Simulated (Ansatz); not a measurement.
**AlCl2H2N: two geometries relaxed**

Are the two ends of the reaction (1,2-elimination) separate minima, and which lies lower? Each is relaxed from a guess. Meant to form: H4–Cl2; to break: Al1–Cl2, H4–N3. The start is a guess near the saddle point, from which both ends are pulled out.

All numbers below are computed with Ansatz 0.2.0 (RKS PBE0-D4/def2-SVP).

### Step 1. Starting point

Bond lengths: Al1–Cl2 2.601 Å, Al1–N3 1.727 Å, Al1–Cl5 2.011 Å, N3–H6 1.006 Å. Angles: Cl2–Al1–N3 82.7°, Cl2–Al1–Cl5 116.9°, N3–Al1–Cl5 160.2°, Al1–N3–H6 144.2°.

Structure file:

```xyz
6

Al    0.3337    0.7687    0.1638
Cl    1.3863   -1.3247   -0.9658
N    -1.0997   -0.1934    0.1040
H    -0.2513   -1.1166   -0.3555
Cl    1.5327    2.3618    0.4231
H    -1.9017   -0.4958    0.6303
```

### Step 2. Pulling towards end A

Springs on the bonds that form and break draw the guess towards this end; the thresholds are loose.

Contents of input.yaml:

```yaml
crystal:
  periodic: [false, false, false]
  atoms:
    - { symbol: Al, position_ang: [0.3337, 0.7687, 0.1638] }
    - { symbol: Cl, position_ang: [1.3863, -1.3247, -0.9658] }
    - { symbol: "N", position_ang: [-1.0997, -0.1934, 0.104] }
    - { symbol: H, position_ang: [-0.2513, -1.1166, -0.3555] }
    - { symbol: Cl, position_ang: [1.5327, 2.3618, 0.4231] }
    - { symbol: H, position_ang: [-1.9017, -0.4958, 0.6303] }
basis:
  gaussian: { orbitals: def2-SVP }
hamiltonian:
  xc: pbe0
  dispersion: d4
relax:
  f_tol: 0.15
  max_steps: 25
  restrain:
    - { distance: [3, 1], at: 2.63, k: 30.0 }
    - { distance: [0, 1], at: 2.23, k: 30.0 }
    - { distance: [3, 2], at: 1.02, k: 30.0 }
```

On the command line:

```console
> ansatz run input.yaml --threads 2 --pin off --max-ram 3072MiB --backend cpu --events-out ev --progress --plain --runs-dir out
```

Log, shortened:

```text
Warning: RAYON_NUM_THREADS=2 ignored (pool sized by the plan → 2); use --threads N
[...]
Functional definition: PBE0
[...]
781 factors; integrals over basis functions are off by at most 3.5e-4 eV
[...]
mean field -33142.72725168 eV, -1217.9727615519 hartree, gradient 5.2e-5 eV, S^2 0.000000; 0 other end points of the search recorded, 0 dependent functions left out
[...]
reference -33142.72727649 eV, -1217.9727624637 hartree; 28, 28 occupied and 50, 50 virtual orbitals, 781 factors
relax step   1: F+E_penalty+E_count = -33142.84891878 eV  Δ(F+E_penalty+E_count) = +0.000e0 eV  max|allowed force component| = 2.768e0 eV/Å  E_restraint = 14.91304096 eV  max|allowed force component, restraints' pulls added| = 3.303e1 eV/Å  Δτ_max = 0.0000 Å  (27 SCF iters, accepted)
[...]
relax step   7: F+E_penalty+E_count = -33145.48222391 eV  Δ(F+E_penalty+E_count) = -2.697e-2 eV  max|allowed force component| = 9.589e-1 eV/Å  E_restraint = 0.03481018 eV  max|allowed force component, restraints' pulls added| = 3.469e-1 eV/Å  Δτ_max = 0.0674 Å  (28 SCF iters, accepted)
[...]
relax step   8: F+E_penalty+E_count = -33145.49101549 eV  Δ(F+E_penalty+E_count) = -8.792e-3 eV  max|allowed force component| = 9.847e-1 eV/Å  E_restraint = 0.03572672 eV  max|allowed force component, restraints' pulls added| = 2.175e-2 eV/Å  Δτ_max = 0.0493 Å  (27 SCF iters, accepted)
  distance H 3 - Cl 1 = 2.6504 Å
  distance Al 0 - Cl 1 = 2.1857 Å
  distance H 3 - N 2 = 1.0206 Å
781 factors; integrals over basis functions are off by at most 6.9e-4 eV
mean field -33145.36744483 eV, -1218.0697868606 hartree, gradient 6.3e-6 eV, S^2 0.000000; 1 other end points of the search recorded, 0 dependent functions left out
[...]
reference -33145.36746978 eV, -1218.0697877774 hartree; 28, 28 occupied and 50, 50 virtual orbitals, 781 factors
Total energy: -33145.49104044 eV, -1218.0743289153 hartree
Atom 0 at     0.586802     0.470982    -0.017623 Å, force     0.672872    -0.935924    -0.606952 eV/Å
Atom 1 at     1.711513    -1.096988    -1.044101 Å, force    -0.101649     0.984718     0.429700 eV/Å
Atom 2 at    -0.946753    -0.316903     0.197818 Å, force     0.013019    -0.006213    -0.000007 eV/Å
Atom 3 at    -0.803922    -1.236626    -0.220849 Å, force    -0.586695    -0.040923     0.187983 eV/Å
Atom 4 at     1.316460     2.349968     0.493543 Å, force    -0.006871    -0.014446    -0.006166 eV/Å
Atom 5 at    -1.864100    -0.170432     0.591112 Å, force     0.009324     0.012789    -0.004559 eV/Å
Dipole moment:    -0.468087     0.013140     0.171824 e Å
```

It took 11 s on 2 threads of Arm Neoverse V2, shared host; peak memory 0.15 GiB.

Relaxation path:

| step | energy from step 1 (eV) | largest force component (eV/Å) |
| --- | --- | --- |
| 1 | 0.0000 | 2.7683 |
| 2 | -1.1096 | 2.6041 |
| 3 | -1.8757 | 1.8225 |
| 4 | -2.4838 | 0.9607 |
| 5 | -2.6063 | 1.0270 |
| 6x | -2.5978 | 1.3223 |
| 7 | -2.6333 | 0.9589 |
| 8 | -2.6421 | 0.9847 |

Step 1 is the start. 1 step was tried and not accepted (marked x). Energies and forces in the table leave out the springs, which the log lists apart; the run stops on the force with the springs' pull added.

After: Bond lengths: Al1–Cl2 2.186 Å, Al1–N3 1.738 Å, N3–H4 1.021 Å, Al1–Cl5 2.079 Å, N3–H6 1.009 Å. Angles: Cl2–Al1–N3 100.8°, Cl2–Al1–Cl5 125.7°, N3–Al1–Cl5 133.5°, Al1–N3–H4 103.5°, Al1–N3–H6 141.7°, H4–N3–H6 114.7°.

Pairs that crossed the distance rule for bonds on the way: came closer N3–H4.

### Step 3. Relaxing end A

It starts where the restrained run ended.

Contents of input.yaml:

```yaml
crystal:
  periodic: [false, false, false]
  atoms:
    - { symbol: Al, position_ang: [0.586802, 0.470982, -0.017623] }
    - { symbol: Cl, position_ang: [1.711513, -1.096988, -1.044101] }
    - { symbol: "N", position_ang: [-0.946753, -0.316903, 0.197818] }
    - { symbol: H, position_ang: [-0.803922, -1.236626, -0.220849] }
    - { symbol: Cl, position_ang: [1.31646, 2.349968, 0.493543] }
    - { symbol: H, position_ang: [-1.8641, -0.170432, 0.591112] }
basis:
  gaussian: { orbitals: def2-SVP }
hamiltonian:
  xc: pbe0
  dispersion: d4
relax:
  f_tol: 0.03
  max_steps: 50
```

On the command line:

```console
> ansatz run input.yaml --threads 2 --pin off --max-ram 3072MiB --backend cpu --events-out ev --progress --plain --runs-dir out
```

Log, shortened:

```text
Warning: RAYON_NUM_THREADS=2 ignored (pool sized by the plan → 2); use --threads N
[...]
[... 1 set-up line as earlier in the session ...]
[...]
780 factors; integrals over basis functions are off by at most 3.8e-4 eV
[...]
mean field -33145.36743528 eV, -1218.0697865096 hartree, gradient 2.0e-5 eV, S^2 0.000000; 0 other end points of the search recorded, 0 dependent functions left out
[...]
reference -33145.36746022 eV, -1218.0697874260 hartree; 28, 28 occupied and 50, 50 virtual orbitals, 780 factors
relax step   1: F+E_penalty+E_count = -33145.49100593 eV  Δ(F+E_penalty+E_count) = +0.000e0 eV  max|allowed force component| = 9.847e-1 eV/Å  Δτ_max = 0.0000 Å  (25 SCF iters, accepted)
[...]
relax step   5: F+E_penalty+E_count = -33145.81657779 eV  Δ(F+E_penalty+E_count) = -5.177e-3 eV  max|allowed force component| = 1.200e-1 eV/Å  Δτ_max = 0.0382 Å  (27 SCF iters, accepted)
[...]
780 factors; integrals over basis functions are off by at most 3.8e-4 eV
[...]
mean field -33145.69171440 eV, -1218.0817035474 hartree, gradient 7.0e-6 eV, S^2 0.000000; 1 other end points of the search recorded, 0 dependent functions left out
[...]
reference -33145.69173943 eV, -1218.0817044671 hartree; 28, 28 occupied and 50, 50 virtual orbitals, 780 factors
Total energy: -33145.81714957 eV, -1218.0863132048 hartree
Atom 0 at     0.654228     0.269651    -0.120102 Å, force     0.005582     0.001859    -0.000783 eV/Å
Atom 1 at     2.100770    -0.882169    -1.097360 Å, force    -0.000158     0.000814     0.000954 eV/Å
Atom 2 at    -0.942921    -0.388197     0.173443 Å, force    -0.001341    -0.000443    -0.000379 eV/Å
Atom 3 at    -1.240904    -1.318081    -0.097914 Å, force    -0.003315     0.002914     0.001130 eV/Å
Atom 4 at     1.123396     2.209566     0.505065 Å, force    -0.000563    -0.001127    -0.001005 eV/Å
Atom 5 at    -1.694568     0.109230     0.636768 Å, force    -0.000206    -0.004016     0.000083 eV/Å
Dipole moment:    -0.495955    -0.203883     0.090943 e Å
```

Run time: 8.5 s. Hardware: 2 threads of Arm Neoverse V2, shared host; peak memory 0.15 GiB.

Step by step:

| step | energy from step 1 (eV) | largest force component (eV/Å) |
| --- | --- | --- |
| 1 | 0.0000 | 0.9847 |
| 2 | -0.1754 | 0.5302 |
| 3 | -0.2463 | 0.7438 |
| 4 | -0.3204 | 0.4736 |
| 5 | -0.3256 | 0.1200 |
| 6 | -0.3261 | 0.0056 |

Step 1 is the start.

After: Bond lengths: Al1–Cl2 2.091 Å, Al1–N3 1.752 Å, N3–H4 1.013 Å, Al1–Cl5 2.091 Å, N3–H6 1.013 Å. Angles: Cl2–Al1–N3 120.1°, Cl2–Al1–Cl5 119.7°, N3–Al1–Cl5 120.2°, Al1–N3–H4 124.6°, Al1–N3–H6 124.6°, H4–N3–H6 110.8°.

### Step 4. A restrained relaxation towards end B

Springs on the bonds that form and break draw the guess towards this end; the thresholds are loose.

Contents of input.yaml:

```yaml
crystal:
  periodic: [false, false, false]
  atoms:
    - { symbol: Al, position_ang: [0.3337, 0.7687, 0.1638] }
    - { symbol: Cl, position_ang: [1.3863, -1.3247, -0.9658] }
    - { symbol: "N", position_ang: [-1.0997, -0.1934, 0.104] }
    - { symbol: H, position_ang: [-0.2513, -1.1166, -0.3555] }
    - { symbol: Cl, position_ang: [1.5327, 2.3618, 0.4231] }
    - { symbol: H, position_ang: [-1.9017, -0.4958, 0.6303] }
basis:
  gaussian: { orbitals: def2-SVP }
hamiltonian:
  xc: pbe0
  dispersion: d4
relax:
  f_tol: 0.15
  max_steps: 25
  restrain:
    - { distance: [3, 1], at: 1.33, k: 30.0 }
    - { distance: [0, 1], at: 3.53, k: 30.0 }
    - { distance: [3, 2], at: 2.32, k: 30.0 }
```

On the command line:

```console
> ansatz run input.yaml --threads 2 --pin off --max-ram 3072MiB --backend cpu --events-out ev --progress --plain --runs-dir out
```

Log:

```text
Warning: RAYON_NUM_THREADS=2 ignored (pool sized by the plan → 2); use --threads N
The last accepted step is kept in <dir> (removed where the run ends without a failure and the disk answers)
Engine: ansatz 0.2.0, aarch64-unknown-linux-gnu
[... 1 set-up line as earlier in the session ...]
  parameter a = 0.25
  parameter kappa = 0.804
  parameter beta = 0.06672455060314922
  exchange = (1 - a)*pbe_x(kappa = kappa, mu = beta*pi^2/3) + a*exact_x
  correlation = pbe_c(beta = beta)
781 factors; integrals over basis functions are off by at most 3.5e-4 eV
mean field evaluation 1: about -33135.3301 eV, gradient 5.8e1 eV
mean field evaluation 2: about -33100.5317 eV, gradient 1.2e2 eV
mean field evaluation 4: about -33142.5915 eV, gradient 6.8e0 eV
mean field evaluation 8: about -33142.7269 eV, gradient 3.4e-1 eV
mean field evaluation 16: about -33142.7273 eV, gradient 5.2e-5 eV
mean field -33142.72725168 eV, -1217.9727615519 hartree, gradient 5.2e-5 eV, S^2 0.000000; 0 other end points of the search recorded, 0 dependent functions left out
the calculation of the forces begins
reference -33142.72727649 eV, -1217.9727624637 hartree; 28, 28 occupied and 50, 50 virtual orbitals, 781 factors
relax step   1: F+E_penalty+E_count = -33142.84891878 eV  Δ(F+E_penalty+E_count) = +0.000e0 eV  max|allowed force component| = 2.768e0 eV/Å  E_restraint = 30.25530884 eV  max|allowed force component, restraints' pulls added| = 2.803e1 eV/Å  Δτ_max = 0.0000 Å  (27 SCF iters, accepted)
  distance H 3 - Cl 1 = 1.7600 Å
  distance Al 0 - Cl 1 = 2.6012 Å
  distance H 3 - N 2 = 1.3354 Å
these checks for a lower state are left out or cut short: starts, cluster_reference, orbital_swaps, neighbouring_geometries, increment
781 factors; integrals over basis functions are off by at most 3.5e-4 eV
mean field -33141.42147681 eV, -1217.9247752105 hartree, gradient 1.6e-5 eV, S^2 0.000000; 0 other end points of the search recorded, 0 dependent functions left out
the calculation of the forces begins
reference -33141.42150216 eV, -1217.9247761421 hartree; 28, 28 occupied and 50, 50 virtual orbitals, 781 factors
relax step   2: F+E_penalty+E_count = -33141.55589699 eV  Δ(F+E_penalty+E_count) = +1.293e0 eV  max|allowed force component| = 3.514e0 eV/Å  E_restraint = 14.17600824 eV  max|allowed force component, restraints' pulls added| = 2.075e1 eV/Å  Δτ_max = 0.1949 Å  (34 SCF iters, accepted)
  distance H 3 - Cl 1 = 1.6171 Å
  distance Al 0 - Cl 1 = 2.8974 Å
  distance H 3 - N 2 = 1.6400 Å
these checks for a lower state are left out or cut short: starts, cluster_reference, orbital_swaps, neighbouring_geometries, increment
781 factors; integrals over basis functions are off by at most 6.6e-4 eV
mean field evaluation 32: about -33141.0984 eV, gradient 1.6e-5 eV
mean field -33141.09835227 eV, -1217.9129006028 hartree, gradient 1.5e-5 eV, S^2 0.000000; 0 other end points of the search recorded, 0 dependent functions left out
the calculation of the forces begins
reference -33141.09837788 eV, -1217.9129015438 hartree; 28, 28 occupied and 50, 50 virtual orbitals, 781 factors
relax step   3: F+E_penalty+E_count = -33141.22993698 eV  Δ(F+E_penalty+E_count) = +3.260e-1 eV  max|allowed force component| = 2.805e0 eV/Å  E_restraint = 4.73097940 eV  max|allowed force component, restraints' pulls added| = 1.180e1 eV/Å  Δτ_max = 0.1950 Å  (34 SCF iters, accepted)
  distance H 3 - Cl 1 = 1.4585 Å
  distance Al 0 - Cl 1 = 3.1313 Å
  distance H 3 - N 2 = 1.9459 Å
these checks for a lower state are left out or cut short: starts, cluster_reference, orbital_swaps, neighbouring_geometries, increment
781 factors; integrals over basis functions are off by at most 1.1e-3 eV
mean field -33141.15610213 eV, -1217.9150228710 hartree, gradient 2.3e-5 eV, S^2 0.000000; 0 other end points of the search recorded, 0 dependent functions left out
the calculation of the forces begins
reference -33141.15612794 eV, -1217.9150238195 hartree; 28, 28 occupied and 50, 50 virtual orbitals, 781 factors
relax step   4: F+E_penalty+E_count = -33141.28313112 eV  Δ(F+E_penalty+E_count) = -5.319e-2 eV  max|allowed force component| = 8.282e-1 eV/Å  E_restraint = 0.31629356 eV  max|allowed force component, restraints' pulls added| = 2.885e0 eV/Å  Δτ_max = 0.1903 Å  (30 SCF iters, accepted)
  distance H 3 - Cl 1 = 1.3174 Å
  distance Al 0 - Cl 1 = 3.4086 Å
  distance H 3 - N 2 = 2.2413 Å
these checks for a lower state are left out or cut short: starts, cluster_reference, orbital_swaps, neighbouring_geometries, increment
781 factors; integrals over basis functions are off by at most 1.1e-3 eV
mean field -33141.15632163 eV, -1217.9150309373 hartree, gradient 1.6e-5 eV, S^2 0.000000; 0 other end points of the search recorded, 0 dependent functions left out
the calculation of the forces begins
reference -33141.15634779 eV, -1217.9150318988 hartree; 28, 28 occupied and 50, 50 virtual orbitals, 781 factors
relax step   5: F+E_penalty+E_count = -33141.28121201 eV  Δ(F+E_penalty+E_count) = +1.919e-3 eV  max|allowed force component| = 9.041e-1 eV/Å  E_restraint = 0.00099977 eV  max|allowed force component, restraints' pulls added| = 1.074e0 eV/Å  Δτ_max = 0.1945 Å  (31 SCF iters, accepted)
  distance H 3 - Cl 1 = 1.3374 Å
  distance Al 0 - Cl 1 = 3.5266 Å
  distance H 3 - N 2 = 2.3211 Å
these checks for a lower state are left out or cut short: starts, cluster_reference, orbital_swaps, neighbouring_geometries, increment
781 factors; integrals over basis functions are off by at most 1.1e-3 eV
mean field -33141.13502432 eV, -1217.9142482754 hartree, gradient 1.3e-5 eV, S^2 0.000000; 0 other end points of the search recorded, 0 dependent functions left out
the calculation of the forces begins
reference -33141.13505048 eV, -1217.9142492370 hartree; 28, 28 occupied and 50, 50 virtual orbitals, 781 factors
relax step   6: F+E_penalty+E_count = -33141.25953395 eV  Δ(F+E_penalty+E_count) = +2.168e-2 eV  max|allowed force component| = 1.501e0 eV/Å  E_restraint = 0.00147245 eV  max|allowed force component, restraints' pulls added| = 1.501e0 eV/Å  Δτ_max = 0.1949 Å  (31 SCF iters, rejected (line search))
  distance H 3 - Cl 1 = 1.3267 Å
  distance Al 0 - Cl 1 = 3.5300 Å
  distance H 3 - N 2 = 2.3107 Å
these checks for a lower state are left out or cut short: starts, cluster_reference, orbital_swaps, neighbouring_geometries, increment
781 factors; integrals over basis functions are off by at most 1.2e-3 eV
mean field -33141.18318133 eV, -1217.9160180130 hartree, gradient 1.2e-5 eV, S^2 0.000000; 0 other end points of the search recorded, 0 dependent functions left out
the calculation of the forces begins
reference -33141.18320752 eV, -1217.9160189755 hartree; 28, 28 occupied and 50, 50 virtual orbitals, 781 factors
relax step   7: F+E_penalty+E_count = -33141.30937199 eV  Δ(F+E_penalty+E_count) = -2.816e-2 eV  max|allowed force component| = 5.093e-1 eV/Å  E_restraint = 0.00362483 eV  max|allowed force component, restraints' pulls added| = 1.485e-1 eV/Å  Δτ_max = 0.0974 Å  (30 SCF iters, accepted)
  distance H 3 - Cl 1 = 1.3199 Å
  distance Al 0 - Cl 1 = 3.5246 Å
  distance H 3 - N 2 = 2.3095 Å
781 factors; integrals over basis functions are off by at most 1.2e-3 eV
mean field evaluation 64: about -33130.3848 eV, gradient 6.8e1 eV
mean field -33141.18318133 eV, -1217.9160180130 hartree, gradient 1.2e-5 eV, S^2 0.000000; 1 other end points of the search recorded, 0 dependent functions left out
the calculation of the forces begins
reference -33141.18320752 eV, -1217.9160189755 hartree; 28, 28 occupied and 50, 50 virtual orbitals, 781 factors
Total energy: -33141.30939818 eV, -1217.9206563968 hartree
Atom 0 at    -0.025975     1.109037     0.491917 Å, force     0.041825    -0.180205    -0.070919 eV/Å
Atom 1 at     1.499990    -1.653332    -1.077659 Å, force    -0.509324     0.159833     0.166670 eV/Å
Atom 2 at    -1.212945    -0.019787     0.265163 Å, force     0.164784    -0.275657    -0.133380 eV/Å
Atom 3 at     0.231632    -1.515792    -0.739239 Å, force     0.240820     0.175389     0.045953 eV/Å
Atom 4 at     1.586417     2.390333     0.357765 Å, force     0.038385     0.064395     0.006488 eV/Å
Atom 5 at    -2.079119    -0.310459     0.701952 Å, force     0.023510     0.056245    -0.014812 eV/Å
Dipole moment:    -0.149895     0.373348     0.325832 e Å
```

Wall time 10 s (2 threads of Arm Neoverse V2, shared host); peak memory 0.17 GiB.

Step by step:

| step | energy from step 1 (eV) | largest force component (eV/Å) |
| --- | --- | --- |
| 1 | 0.0000 | 2.7683 |
| 2 | 1.2930 | 3.5136 |
| 3 | 1.6190 | 2.8053 |
| 4 | 1.5658 | 0.8282 |
| 5 | 1.5677 | 0.9041 |
| 6x | 1.5894 | 1.5014 |
| 7 | 1.5395 | 0.5093 |

Step 1 is the start. 1 step was tried and not accepted (marked x). Energies and forces in the table leave out the springs, which the log lists apart; the run stops on the force with the springs' pull added.

After: Bond lengths: Al1–N3 1.654 Å, Cl2–H4 1.320 Å, Al1–Cl5 2.064 Å, N3–H6 1.013 Å. Angles: Al1–N3–H6 138.7°, N3–Al1–Cl5 167.3°.

Pairs that crossed the distance rule for bonds on the way: came closer Cl2–H4; moved apart Al1–Cl2.

### Step 5. End point B

It starts where the restrained run ended.

Contents of input.yaml:

```yaml
crystal:
  periodic: [false, false, false]
  atoms:
    - { symbol: Al, position_ang: [-0.025975, 1.109037, 0.491917] }
    - { symbol: Cl, position_ang: [1.49999, -1.653332, -1.077659] }
    - { symbol: "N", position_ang: [-1.212945, -0.019787, 0.265163] }
    - { symbol: H, position_ang: [0.231632, -1.515792, -0.739239] }
    - { symbol: Cl, position_ang: [1.586417, 2.390333, 0.357765] }
    - { symbol: H, position_ang: [-2.079119, -0.310459, 0.701952] }
basis:
  gaussian: { orbitals: def2-SVP }
hamiltonian:
  xc: pbe0
  dispersion: d4
relax:
  f_tol: 0.03
  max_steps: 50
output:
  orbitals: {}
```

On the command line:

```console
> ansatz run input.yaml --threads 2 --pin off --max-ram 3072MiB --backend cpu --events-out ev --progress --plain --runs-dir out
```

Log, shortened:

```text
Warning: RAYON_NUM_THREADS=2 ignored (pool sized by the plan → 2); use --threads N
[...]
[... 1 set-up line as earlier in the session ...]
[...]
780 factors; integrals over basis functions are off by at most 3.0e-4 eV
[...]
mean field -33141.18317398 eV, -1217.9160177431 hartree, gradient 1.3e-5 eV, S^2 0.000000; 0 other end points of the search recorded, 0 dependent functions left out
[...]
reference -33141.18319989 eV, -1217.9160186951 hartree; 28, 28 occupied and 50, 50 virtual orbitals, 780 factors
relax step   1: F+E_penalty+E_count = -33141.30936466 eV  Δ(F+E_penalty+E_count) = +0.000e0 eV  max|allowed force component| = 5.093e-1 eV/Å  Δτ_max = 0.0000 Å  (28 SCF iters, accepted)
[...]
relax step   4: F+E_penalty+E_count = -33141.97242358 eV  Δ(F+E_penalty+E_count) = -2.862e-1 eV  max|allowed force component| = 1.769e0 eV/Å  Δτ_max = 0.1949 Å  (30 SCF iters, accepted)
[...]
777 factors; integrals over basis functions are off by at most 1.2e-3 eV
[...]
mean field -33145.69166330 eV, -1218.0817016694 hartree, gradient 1.1e-5 eV, S^2 0.000000; 1 other end points of the search recorded, 0 dependent functions left out
[...]
reference -33145.69168861 eV, -1218.0817025995 hartree; 28, 28 occupied and 50, 50 virtual orbitals, 777 factors
Total energy: -33145.81710161 eV, -1218.0863114425 hartree
Atom 0 at     0.654468     0.269686    -0.118602 Å, force     0.004278     0.008027     0.001588 eV/Å
Atom 1 at     2.115145    -0.893005    -1.061281 Å, force    -0.000752     0.000129     0.002009 eV/Å
Atom 2 at    -0.943394    -0.388214     0.170727 Å, force     0.014731    -0.005141    -0.006278 eV/Å
Atom 3 at    -1.232823    -1.325539    -0.082966 Å, force    -0.009671    -0.005127    -0.002710 eV/Å
Atom 4 at     1.109251     2.222157     0.477662 Å, force     0.000829    -0.001214    -0.002543 eV/Å
Atom 5 at    -1.702648     0.114915     0.614359 Å, force    -0.009416     0.003325     0.007934 eV/Å
Dipole moment:    -0.495382    -0.205186     0.089494 e Å
```

Run time: 20 s. Hardware: 2 threads of Arm Neoverse V2, shared host; peak memory 0.17 GiB.

The steps of the relaxation:

| step | energy from step 1 (eV) | largest force component (eV/Å) |
| --- | --- | --- |
| 1 | 0.0000 | 0.5093 |
| 2 | -0.1671 | 0.5318 |
| 3 | -0.3768 | 1.2255 |
| 4 | -0.6631 | 1.7695 |
| 5 | -0.9070 | 2.2007 |
| 6 | -1.1756 | 2.6539 |
| 7 | -1.5042 | 3.0979 |
| 8 | -2.5934 | 3.5587 |
| 9 | -3.2679 | 2.9999 |
| 10 | -3.7784 | 3.2436 |
| 11 | -4.1828 | 1.4832 |
| 12 | -4.3866 | 1.2452 |
| 13 | -4.4120 | 0.6447 |
| 14 | -4.5072 | 0.1017 |
| 15 | -4.5077 | 0.0147 |

Step 1 is the start.

After: Bond lengths: Al1–Cl2 2.091 Å, Al1–N3 1.752 Å, N3–H4 1.013 Å, Al1–Cl5 2.092 Å, N3–H6 1.013 Å. Angles: Cl2–Al1–N3 120.2°, Cl2–Al1–Cl5 119.7°, N3–Al1–Cl5 120.1°, Al1–N3–H4 124.5°, Al1–N3–H6 124.7°, H4–N3–H6 110.8°.

Pairs that crossed the distance rule for bonds on the way: came closer Al1–Cl2, N3–H4; moved apart Cl2–H4.

### Step 6. Summary of results

```
                           quantity                     value
                              end A   5 moves, 0.326 eV lower
                              end B  14 moves, 4.508 eV lower
largest difference between the ends                    0.00 Å
            end B relative to end A                 +0.000 eV
```

The two relaxations end at one structure, within 0.00 Å: no second minimum was found from this start, which doesn't rule one out.
